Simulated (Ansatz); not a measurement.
# H₄O₂S₂Zr: how energies converge with the basis set

Aim: see how fast density functionals converge with the basis set for H₄O₂S₂Zr.

Method: one geometry, several basis sets; program: Ansatz 0.2.0, Gaussian basis.

Plan: PBE0-D4/def2-SVP; ωB97M-V/def2-SVP; PBE0-D4/def2-QZVPP; ωB97M-V/def2-QZVPP; the functionals' def2-TZVPP values are taken from earlier runs.

### 1 The geometry

The geometry comes from an earlier relaxation with PBE0-D4 in a triple-zeta def2 set; it is a stationary point, not always the lowest conformer. Zr takes the def2 core potential; no spin-orbit term is included.

SMILES `[OH][Zr]([OH])([SH])[SH]`, 9 atoms, charge 0, spin multiplicity 1.

Atoms are counted from 1 here; the program's logs count them from 0.

Bond lengths: O1–Zr2 1.902 Å, O1–H6 0.953 Å, Zr2–O3 1.902 Å, Zr2–S4 2.460 Å, Zr2–S5 2.460 Å, O3–H7 0.953 Å, S4–H8 1.347 Å, S5–H9 1.347 Å. Angles: Zr2–O1–H6 168.8°, O1–Zr2–O3 116.5°, O1–Zr2–S4 104.1°, O1–Zr2–S5 111.3°, O3–Zr2–S4 111.2°, O3–Zr2–S5 104.1°, S4–Zr2–S5 109.6°, Zr2–O3–H7 168.6°, Zr2–S4–H8 91.7°, Zr2–S5–H9 91.7°.

### 2 PBE0-D4 in def2-SVP

The input, in.yaml:

```yaml
crystal:
  periodic: [false, false, false]
  atoms:
    - {symbol: O, position_ang: [-1.112903, 0.468439, 1.588154]}
    - {symbol: Zr, position_ang: [0.056781, 0.029821, 0.154153]}
    - {symbol: O, position_ang: [1.910212, -0.066814, 0.569434]}
    - {symbol: S, position_ang: [-0.786232, -2.130195, -0.667245]}
    - {symbol: S, position_ang: [-0.068546, 1.703121, -1.644823]}
    - {symbol: H, position_ang: [-1.554690, 0.787209, 2.370376]}
    - {symbol: H, position_ang: [2.778941, -0.172808, 0.947329]}
    - {symbol: H, position_ang: [0.184457, -2.201415, -1.598251]}
    - {symbol: H, position_ang: [-1.408029, 1.582631, -1.719136]}
basis:
  gaussian: {orbitals: def2-SVP}
hamiltonian: {xc: pbe0, dispersion: d4}
output: {orbitals: {seedname: orbitals}}
```

Command:

```sh
> ansatz run in.yaml --threads 4 --pin off --events-out ev --progress --plain --max-ram 10444MiB
```

After this run come: ωB97M-V in def2-SVP; PBE0-D4 in def2-QZVPP; ωB97M-V in def2-QZVPP.

Q: Predict the results of all the runs planned. Wanted: PBE0-D4: double and triple zeta above quadruple; ωB97M-V: double and triple zeta above quadruple.

**Answer**, as computed:

| quantity | value |
| --- | --- |
| PBE0-D4: double and triple zeta above quadruple | 13.87, 0.98 eV |
| ωB97M-V: double and triple zeta above quadruple | 13.89, 0.93 eV |

What this shows: For PBE0-D4 the step from double to triple zeta gains 12.90 eV and the next only 0.98 eV. Total energies overstate the basis error of differences, where much of it tends to cancel.
